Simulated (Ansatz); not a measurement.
A run of Ansatz 0.2.0:

input.yaml

```yaml
crystal:
  lattice:
    - [-2.239903, 2.239903, 4.870704]
    - [2.239903, -2.239903, 4.870704]
    - [2.239903, 2.239903, -4.870704]
  atoms:
    - { symbol: Sn, position: [0.5, 0.5, 0.0] }
    - { symbol: Sn, position: [0.25, 0.75, 0.5] }
    - { symbol: Sn, position: [0.75, 0.25, 0.5] }
    - { symbol: Cu, position: [0.0, 0.0, 0.0] }
kpoints:
  mp_grid: { grid: [8, 8, 8] }
  band_path:
    path:
      - [0.0, 0.0, 0.0]
      - [0.0, 0.0, 0.5]
      - [-0.1057413746, 0.1057413746, 0.5]
      - [-0.3028706873, 0.3028706873, 0.3028706873]
      - [0.0, 0.0, 0.0]
      - [0.5, 0.5, -0.5]
      - [0.3028706873, 0.6971293127, -0.3028706873]
      - [0.0, 0.5, 0.0]
    npoints: 10
scf:
  occupations: { method: fermi_dirac, width: 0.05 }
hamiltonian:
  xc: lda
  pseudopotentials: { kind: all_electron, lapw: { basis_error: 0.002 } }
output:
  forces: true
  stress: true
  eigenvalues: true
```

Potentials or basis: all-electron LAPW, scalar-relativistic.

Run with:

```console
$ ansatz run input.yaml --threads 2 --pin off --max-ram 8192MiB --backend cpu --events-out ev --progress --plain --runs-dir out
```

Hardware: 2 threads of Arm Neoverse V2, on a shared host.

Task: How long does it take, and how much memory?

Result: Run time: 38 s on 2 threads of Arm Neoverse V2, with other jobs on the host, peak memory 0.56 GiB. Counts: scf iterations 12, plane waves 487, k points 59, bands 51.
